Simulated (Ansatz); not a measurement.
# SiNi2 (Pnma) in Ansatz: density of states with r2SCAN+U

Aim: the density of states of SiNi2 with r2SCAN+U.

Program: Ansatz 0.2.0. These are calculated values, not measurements. Logs are shortened: lines on timing, memory, paths and dates and some standing lists are left out, and cuts for length are marked.

## 1. The structure

Symmetry: Pnma, No. 62, orthorhombic system. Conventional cell: a = 4.990 Å, b = 3.720 Å, c = 7.030 Å, α = 90.00°, β = 90.00°, γ = 90.00°. Around Ni (site symmetry m) lie 4 Si at 2.28 to 2.33 Å and 4 Ni at 2.53 to 2.62 Å. Around Ni (site symmetry m) lie 5 Si at 2.34 to 2.57 Å and 6 Ni at 2.53 to 2.62 Å. Si (site symmetry m) is surrounded by 9 Ni at 2.28 to 2.57 Å.

## 2. Density of states, r2SCAN+U, collinear spin, antiferromagnetic start

File input.yaml:

```yaml
crystal:
  lattice:
    - [4.99, 0.0, 0.0]
    - [0.0, 3.72, 0.0]
    - [0.0, 0.0, 7.03]
  atoms:
    - { symbol: Ni, position: [0.325, 0.75, 0.937], spin: 1.0 }
    - { symbol: Ni, position: [0.675, 0.25, 0.063], spin: -1.0 }
    - { symbol: Ni, position: [0.175, 0.25, 0.437], spin: 1.0 }
    - { symbol: Ni, position: [0.825, 0.75, 0.563], spin: -1.0 }
    - { symbol: Ni, position: [0.458, 0.75, 0.297], spin: 1.0 }
    - { symbol: Ni, position: [0.542, 0.25, 0.703], spin: -1.0 }
    - { symbol: Ni, position: [0.042, 0.25, 0.797], spin: 1.0 }
    - { symbol: Ni, position: [0.958, 0.75, 0.203], spin: -1.0 }
    - { symbol: Si, position: [0.786, 0.75, 0.886] }
    - { symbol: Si, position: [0.214, 0.25, 0.114] }
    - { symbol: Si, position: [0.714, 0.25, 0.386] }
    - { symbol: Si, position: [0.286, 0.75, 0.614] }
hamiltonian:
  xc: r2scan
  pseudopotentials: { kind: paw }
  hubbard: { sites: [{ species: Ni, l: d, u_eff: 2.0 }] }
magnetization:
  spin_polarized: true
kpoints:
  mp_grid: { grid: [5, 5, 3] }
scf:
  occupations: { method: fermi_dirac, width: 0.05 }
  n_extra_bands: 30
output:
  forces: true
  stress: true
  eigenvalues: true
  dos: { projected: false, de: 0.05, nscf_kmesh: { grid: [8, 8, 5] } }
```

Potentials or basis: Ansatz PAW.

Started as:

```sh
ansatz run input.yaml --threads 4 --pin off --max-ram 11264MiB --backend cpu --events-out ev --progress --plain --runs-dir out
```

Standard output:

```text
Warning: RAYON_NUM_THREADS=4 ignored (pool sized by the plan → 4); use --threads N
Ni: projections on atomic orbitals take those of the free atom [Ne] 3s2 3p6 3d8 4s2, of charge +0.00 (hamiltonian.pseudopotentials.projection_atoms); the dataset's partial waves leave at most 1.6e-6 of an orbital's norm unspanned inside its sphere
Si: projections on atomic orbitals take those of the free atom [Ne] 3s2 3p2, of charge +0.00 (hamiltonian.pseudopotentials.projection_atoms); the dataset's partial waves leave at most 6.1e-8 of an orbital's norm unspanned inside its sphere
scf.n_extra_bands = 30 over 80 filled bands (N_el = 160.0): the run solves 110 bands
Engine: ansatz 0.2.0, aarch64-unknown-linux-gnu
Pseudopotentials: kind: paw
Pseudopotential: Ni, paw, valence charge 18, recommended cutoff 500 eV (meta_gga), Ni.paw.azcp
Pseudopotential: Si, paw, valence charge 4, recommended cutoff 500 eV (meta_gga), Si.paw.azcp
Functional definition: r2SCAN
  parameter k0 = 0.174
  parameter k1 = 0.065
  parameter a1 = 4.9479
  exchange = r2scan_x(k0 = k0, k1 = k1, a1 = a1)
  correlation = r2scan_c
Crystal: 12 atoms, lattice volume = 130.496 Å³
Basis set: ecut = 500 eV, 3303 PW (Γ), exchange–correlation on 160×120×216 points (64 copies of the dense FFT grid, shifted against one another)
Bands: 110, of which v1, the nominal top of the filled ones, is band 80 counted from 1 (79 counted from 0)
Symmetry: 4 space group operations
Space group: Pmn21 (ITA 31), of the structure as read, at distance tolerance 5.1e-5 Å
Magnetic group: BNS 62.445 (UNI 543), of the structure as read, at distance tolerance 5.1e-5 Å
k-points: 18 of 75 (time reversal used)
Non-local potential: Ni, projectors of the file, l = 0: 3, l = 1: 2, l = 2: 3, l = 3: 1
Non-local potential: Si, projectors of the file, l = 0: 2, l = 1: 2, l = 2: 2
PAW form: soft (Blöchl's): semilocal exchange-correlation on the pseudo side does not see the compensation charge
PAW frozen core: Ni, regenerated for the run's functional (the file was generated under x = pbe(κ = 0.804, μ = 0.2195149727645171), c = pbe(β = 0.06672455060314922))
PAW frozen core: Si, regenerated for the run's functional (the file was generated under x = pbe(κ = 0.804, μ = 0.2195149727645171), c = pbe(β = 0.06672455060314922))
PAW one-centre angular grid: Ni, 590 points (default); XC on 160 Gauss nodes
PAW one-centre angular grid: Si, 302 points (default); XC on 160 Gauss nodes
Initial density: superposition of atomic densities (chi_scale 0.1, normalization cell)
Starting moments: Σ|m| = 8 μB on 8 of 12 sites
Starting magnetic order: antiferromagnet; an inversion exchanges its spin sublattices: spin-degenerate at every k-point
Initial wavefunctions: pseudopotential atomic-orbital guess
Functional: x = r2scan, c = r2scan; τ floored in thin density (d = 2e-4 eV/Å³)
SCF iter   1: F=—  HF=-49316.702359 eV  |F-HF|=—  |Δ(HF+E_count)|=         —  Δρ=9.41e-2 (↑9.41e-2 ↓9.41e-2)  dr2=1.88e1  dr2_τ=1.68e-1  dr2_m=5.05e0  M=-0.000 μB ∫|m|=3.133 μB  β_m=0.30  ethr=3.10e-3  ⟨swp⟩=6.1  Hψ=15817  notcnv=0  defer=56
preconditioner: auto → Kerker (q_TF=auto, 2.823 Å⁻¹)  [metal: Δε(μ)=0.070 eV  Ē_g=11.891 eV  σ=0.050 eV  W_gap=0.33  n_scr=52 (ndim 8)  ℏωp=31.8 eV  f_vac=0.000  D(μ)=4.29/eV (n_scr^D=32)]
spin=Collinear: Kerker preconditioning applied to the charge; magnetization (m = ρ↑ − ρ↓) channel mixes plain (no charge-response kernel on spin).
SCF iter   2: F=—  HF=-49316.612656 eV  |F-HF|=—  |Δ(HF+E_count)|=   8.97e-2  Δρ=5.04e-2 (↑5.04e-2 ↓5.04e-2)  dr2=2.54e0  dr2_τ=2.72e-2  dr2_m=2.60e0  M=0.000 μB ∫|m|=3.098 μB  β_m=0.30  ethr=3.10e-3  ⟨swp⟩=3.0  Hψ=6553  notcnv=0  defer=790  κ⁻¹=1.0e0(r=1)
SCF iter   3: F=—  HF=-49316.876128 eV  |F-HF|=—  |Δ(HF+E_count)|=   2.63e-1  Δρ=4.11e-2 (↑4.11e-2 ↓4.11e-2)  dr2=1.42e0  dr2_τ=8.23e-3  dr2_m=1.77e0  M=-0.000 μB ∫|m|=2.772 μB  β_m=0.30  ethr=1.58e-3  ⟨swp⟩=2.1  Hψ=4228  notcnv=0  defer=778  κ⁻¹=7.3e-3(r=2)
SCF iter   4: F=—  HF=-49316.700934 eV  |F-HF|=—  |Δ(HF+E_count)|=   1.75e-1  Δρ=3.27e-2 (↑3.27e-2 ↓3.27e-2)  dr2=7.26e-1  dr2_τ=6.73e-3  dr2_m=1.00e0  M=0.000 μB ∫|m|=2.682 μB  β_m=0.30  ethr=8.90e-4  ⟨swp⟩=3.0  Hψ=5414  notcnv=0  defer=778  κ⁻¹=7.5e-5(r=3)
[... 33 lines left out ...]
SCF converged after 27 iterations
Magnetization: 0.0000 μB (80.0000 up, 80.0000 down)
Absolute magnetization: 0.0000 μB (∫|ρ↑−ρ↓|, with the PAW one-centre terms)
Spin contamination: 0.0000 ħ² per cell (⟨S²⟩ above its minimum at these occupations)
Per-site moments (μB) at R_I (Å): [(7.994505440970475e-7, 0.9400933940979119), (-7.902042047462408e-7, 0.9400933940979117), (7.994505441214437e-7, 0.9400933940979117), (-7.902042046547681e-7, 0.9400933940979117), (4.300464455436082e-6, 0.9658946159052578), (-4.288064159477544e-6, 0.965894615905258), (4.300464455181931e-6, 0.9658946159052577), (-4.288064159469009e-6, 0.9658946159052578), (1.495046741333129e-7, 0.9400933940979117), (-1.4533153335062592e-7, 0.9400933940979117), (1.4950467440661697e-7, 0.9400933940979117), (-1.4533153348706308e-7, 0.9400933940979119)]
Free energy (F): -49317.349685 eV
Harris-Foulkes:  -49317.349685 eV  (|F-HF|=1.38e-10)
Internal energy: -49317.299232 eV  (E = F + TS)
E sigma→0 (E₀):  -49317.324459 eV
Entropy (-TS):   -0.050454 eV (-4.204 meV/atom)
Fermi energy:    16.876136 eV
--- Per-component energies (eV) ---
  E_band       = -2493.004994
  E_kinetic    = 2464.868751
  E_local      = -31806.418571  (includes V_loc(G=0)·N_el)
  E_nonlocal   = 5259.166740
  E_hartree    = 13646.142861
  E_xc         = -845.639596
  E_vxc        = -1151.888157  (∫ρ·V_xc dr)
  E_hubbard    = 7.319242  (on-site DFT+U / exact-exchange correction)
  E_vhub       = -57.173108  (the Hubbard potential's part of the band-sum identity)
  E_paw        = -15273.653531  (= ΣΔE_a)
  E_vpaw       = -4573.579727  (= ΣTr[D̂ρ^β])
  E_aug_tail   = 0.001943  (compensation charges beyond the density's cutoff)
  E_vtau       = 79.731718  (kinetic-family band-sum trace: ∫τ·v_τ [+ j·A + Jᵃ·Aᵃ] dr)
  E_ewald      = -22766.380791
  E_core_change = -2.706281  (= ΣΔE_core)
  E_smearing   = -0.050454  (= −TS)
  E_closure    = 0.000000  (closes the sum)
  Σ components = -49317.349685   (vs F -49317.349685, Δ=0.00e0)
--- Forces (eV/Å), atoms counted from 1 ---
  atom   1  Ni     0.26013416     0.00000000     0.22377504
  atom   2  Ni    -0.26013425     0.00000000    -0.22377492
  atom   3  Ni    -0.26013416     0.00000000     0.22377504
  atom   4  Ni     0.26013425     0.00000000    -0.22377492
  atom   5  Ni     0.10596361     0.00000000    -0.15474381
  atom   6  Ni    -0.10596403     0.00000000     0.15474408
  atom   7  Ni    -0.10596361     0.00000000    -0.15474381
  atom   8  Ni     0.10596403     0.00000000     0.15474408
  atom   9  Si    -0.06335066     0.00000000     0.03902021
  atom  10  Si     0.06335064     0.00000000    -0.03902022
  atom  11  Si     0.06335066     0.00000000     0.03902021
  atom  12  Si    -0.06335064     0.00000000    -0.03902022
  max |Σ_I F_I| component: 7.81e-7 eV/Å
--- Stress (GPa, compression-positive) ---
       -5.680774       0.000000       0.000000
        0.000000      -4.441137       0.000000
        0.000000       0.000000      -4.131450
  P = ⅓ Tr σ = -4.7511 GPa (-47.511 kbar)
--- Band table (eV; the first three rows and the last of 36) ---
  k-point 0 ↑: bands = ["-89.6489", "-89.6485", "-89.6450", "-89.6446", "-89.4803", "-89.4797", "-89.4733", "-89.4731", "-48.6686", "-48.6664", "-48.6656", "-48.6615", "-48.6130", "-48.6012", "-48.5890", "-48.5796", "-48.5637", "-48.5614", "-48.5384", "-48.5358", "-48.4940", "-48.4927", "-48.4913", "-48.4900", "-48.4488", "-48.4446", "-48.4030", "-48.4027", "-48.3758", "-48.3692", "-48.3415", "-48.3406", "3.7733", "6.4717", "6.5008", "8.3807", "10.0017", "10.4187", "11.0804", "11.4643", "11.7545", "12.0934", "12.1763", "12.1997", "12.4142", "12.5361", "12.5749", "12.6870", "13.0522", "13.1187", "13.2944", "13.3182", "13.4692", "13.5524", "13.9020", "13.9680", "14.1205", "14.2482", "14.2874", "14.3458", "14.4676", "14.5700", "14.6340", "14.6772", "14.7523", "14.7621", "14.8117", "14.9859", "15.0475", "15.0858", "15.0961", "15.2591", "15.3093", "15.3614", "15.5711", "15.6362", "15.7308", "15.7853", "16.0964", "16.5212", "17.7444", "17.8535", "19.2677", "19.3027", "19.6847", "20.0814", "20.8759", "20.9579", "21.5032", "21.8227", "22.5064", "22.9188", "23.6659", "23.6725", "24.1747", "25.2845", "25.3188", "25.4260", "26.0913", "26.4648", "26.8012", "27.4257", "28.0156", "28.0895", "28.1463", "28.2636", "29.1677", "29.1874", "30.1088", "30.4500"]
  k-point 1 ↑: bands = ["-89.6488", "-89.6486", "-89.6449", "-89.6447", "-89.4802", "-89.4799", "-89.4732", "-89.4731", "-48.6685", "-48.6678", "-48.6637", "-48.6621", "-48.6108", "-48.6053", "-48.5855", "-48.5812", "-48.5633", "-48.5621", "-48.5377", "-48.5364", "-48.4937", "-48.4931", "-48.4910", "-48.4903", "-48.4478", "-48.4456", "-48.4029", "-48.4027", "-48.3741", "-48.3708", "-48.3413", "-48.3409", "4.1102", "5.0749", "7.8364", "8.3604", "10.1076", "10.5916", "10.7703", "11.3420", "11.7580", "11.8908", "12.0323", "12.2359", "12.5111", "12.5777", "12.5804", "12.8326", "13.0319", "13.0467", "13.0470", "13.1702", "13.6008", "13.7467", "13.8070", "13.8582", "14.0580", "14.1222", "14.3051", "14.3901", "14.4918", "14.5469", "14.6813", "14.7387", "14.7899", "14.9580", "14.9903", "15.0193", "15.0426", "15.1304", "15.1792", "15.3369", "15.3931", "15.4222", "15.5488", "15.7308", "15.7373", "15.8569", "16.3780", "16.4563", "16.7529", "17.9793", "18.2379", "18.3709", "20.4604", "20.5499", "21.2833", "21.5149", "21.5182", "21.8651", "22.5334", "23.6731", "23.8770", "24.1423", "24.2923", "24.5687", "25.0187", "25.2127", "25.9088", "26.0873", "26.1039", "27.3025", "27.4185", "27.7372", "27.9243", "28.8003", "29.5630", "29.5917", "30.3654", "30.8774"]
  k-point 2 ↑: bands = ["-89.6485", "-89.6482", "-89.6453", "-89.6451", "-89.4804", "-89.4799", "-89.4734", "-89.4732", "-48.6683", "-48.6664", "-48.6660", "-48.6623", "-48.6076", "-48.6025", "-48.5920", "-48.5868", "-48.5592", "-48.5586", "-48.5443", "-48.5440", "-48.4930", "-48.4901", "-48.4882", "-48.4873", "-48.4485", "-48.4447", "-48.4030", "-48.4028", "-48.3734", "-48.3687", "-48.3420", "-48.3410", "4.2066", "6.7471", "6.7777", "8.4208", "10.3453", "10.4106", "11.4110", "11.4371", "11.6105", "11.6536", "11.6804", "11.7705", "12.3290", "12.6588", "12.7047", "12.8995", "12.9393", "13.2747", "13.2931", "13.4588", "13.4668", "13.6462", "13.6884", "13.7028", "14.0823", "14.1291", "14.2369", "14.3335", "14.3760", "14.5011", "14.5361", "14.6311", "14.6396", "14.7857", "14.8530", "14.8747", "14.9367", "15.0125", "15.1069", "15.1534", "15.2064", "15.3822", "15.4276", "15.6752", "15.7504", "16.0406", "16.2363", "16.8569", "17.3123", "17.4555", "17.9860", "18.0839", "19.8283", "19.9101", "20.1027", "21.0363", "21.0965", "22.0197", "22.4874", "23.2092", "23.2213", "24.1595", "24.9671", "25.3812", "25.4776", "25.7130", "25.7811", "26.2118", "26.3536", "27.3674", "27.9056", "28.5215", "29.1565", "30.1612", "30.7582", "30.9335", "30.9427", "31.1082"]
  k-point 17 ↓: bands = ["-89.6473", "-89.6473", "-89.6461", "-89.6461", "-89.4779", "-89.4778", "-89.4757", "-89.4756", "-48.6674", "-48.6671", "-48.6648", "-48.6645", "-48.6006", "-48.5998", "-48.5969", "-48.5961", "-48.5555", "-48.5552", "-48.5537", "-48.5531", "-48.4889", "-48.4880", "-48.4855", "-48.4849", "-48.4290", "-48.4285", "-48.4153", "-48.4149", "-48.3629", "-48.3624", "-48.3549", "-48.3544", "6.4870", "6.9990", "7.3937", "7.6669", "9.5127", "9.7632", "10.1432", "10.3399", "11.5617", "11.9844", "12.1424", "12.3969", "12.5325", "12.5468", "12.6830", "12.7820", "13.1380", "13.2372", "13.3657", "13.4213", "13.4918", "13.5715", "13.6469", "13.7193", "13.8857", "13.9268", "14.0134", "14.0877", "14.3309", "14.3923", "14.4183", "14.5083", "14.6267", "14.6778", "14.7602", "14.8015", "14.9474", "14.9870", "15.0171", "15.1060", "15.1460", "15.2172", "15.3489", "15.3976", "15.9010", "16.0301", "16.0847", "16.1936", "16.8169", "17.0347", "17.4538", "18.1065", "19.7236", "20.0952", "20.4006", "21.2039", "21.2794", "21.9333", "22.8605", "23.1481", "24.1608", "24.4317", "25.0568", "25.4405", "26.0736", "26.6175", "26.7579", "27.1312", "27.6628", "27.9732", "28.1789", "28.4618", "28.8280", "29.2408", "29.6987", "30.6478", "30.7968", "31.1675"]
Occupation matrices written to <dir>
```

Run time: 5.3 min. Hardware: 4 threads of Arm Neoverse V2, shared host; peak memory 2.3 GiB.

What came out:

```yaml
Free_energy: -49317.3497 eV
Pressure: -4.8 GPa
Largest_force: 0.343 eV/Å
Band_gap_on_the_k_mesh: none (metal or under the smearing width)
Net_moment: 0.00 μB per cell
Absolute_moment: 0.00 μB per cell
Density_of_states_at_the_Fermi_level: 4.84 states/eV per cell
```

Forces in eV/Å, atoms in the order of the input:
```
Ni   0.260  0.000  0.224
Ni  -0.260  0.000 -0.224
Ni  -0.260  0.000  0.224
Ni   0.260  0.000 -0.224
Ni   0.106  0.000 -0.155
Ni  -0.106  0.000  0.155
Ni  -0.106  0.000 -0.155
Ni   0.106  0.000  0.155
Si  -0.063  0.000  0.039
Si   0.063  0.000 -0.039
Si   0.063  0.000  0.039
Si  -0.063  0.000 -0.039
```

Levels at points of the mesh, in eV from the Fermi level:
Spin up:
| k point | band 78 | band 79 | band 80 | band 81 | band 82 | band 83 |
| --- | --- | --- | --- | --- | --- | --- |
| (0.00, 0.00, 0.00) | -1.09 | -0.78 | -0.35 | 0.87 | 0.98 | 2.39 |
Spin down:
```tsv
k point	band 76	band 77	band 78	band 79	band 80	band 81	band 82	band 83	band 84	band 85
(0.00, 0.00, 0.00)	-1.24	-1.15	-1.09	-0.78	-0.35	0.87	0.98	2.39	2.43	2.81
```

States per cell in windows of 1 eV (zero at the Fermi level; states under -8 eV left out):
| from (eV) | up | down |
| --- | --- | --- |
| -8.0 | 0.83 | 0.83 |
| -7.0 | 2.09 | 2.09 |
| -6.0 | 3.10 | 3.10 |
| -5.0 | 5.84 | 5.84 |
| -4.0 | 8.65 | 8.65 |
| -3.0 | 11.31 | 11.31 |
| -2.0 | 9.61 | 9.61 |
| -1.0 | 2.62 | 2.62 |
| 0.0 | 1.94 | 1.94 |
| 1.0 | 1.82 | 1.82 |
| 2.0 | 1.71 | 1.71 |
| 3.0 | 1.76 | 1.76 |
| 4.0 | 2.19 | 2.19 |
| 5.0 | 2.02 | 2.02 |
| 6.0 | 1.73 | 1.73 |
| 7.0 | 2.30 | 2.30 |

Eigenvalues of the final occupation matrices:
```csv
site,spin,trace,eigenvalues
site 1,1,4.49,0.88 0.88 0.90 0.90 0.92
site 1,2,4.49,0.88 0.88 0.90 0.90 0.92
site 2,1,4.49,0.88 0.88 0.90 0.90 0.92
site 2,2,4.49,0.88 0.88 0.90 0.90 0.92
site 3,1,4.49,0.88 0.88 0.90 0.90 0.92
site 3,2,4.49,0.88 0.88 0.90 0.90 0.92
site 4,1,4.49,0.88 0.88 0.90 0.90 0.92
site 4,2,4.49,0.88 0.88 0.90 0.90 0.92
site 5,1,4.49,0.86 0.89 0.90 0.91 0.93
site 5,2,4.49,0.86 0.89 0.90 0.91 0.93
site 6,1,4.49,0.86 0.89 0.90 0.91 0.93
site 6,2,4.49,0.86 0.89 0.90 0.91 0.93
```

Caveat: the magnetic or orbital state may not be the lowest; the PAW data sets come from PBE, with cores solved anew for the run's functional, which leaves a small shift of forces and pressure; the U is typed as a test and isn't derived for this compound; the starting moments weren't kept. The state reached can hang on the start; a lower one may exist.
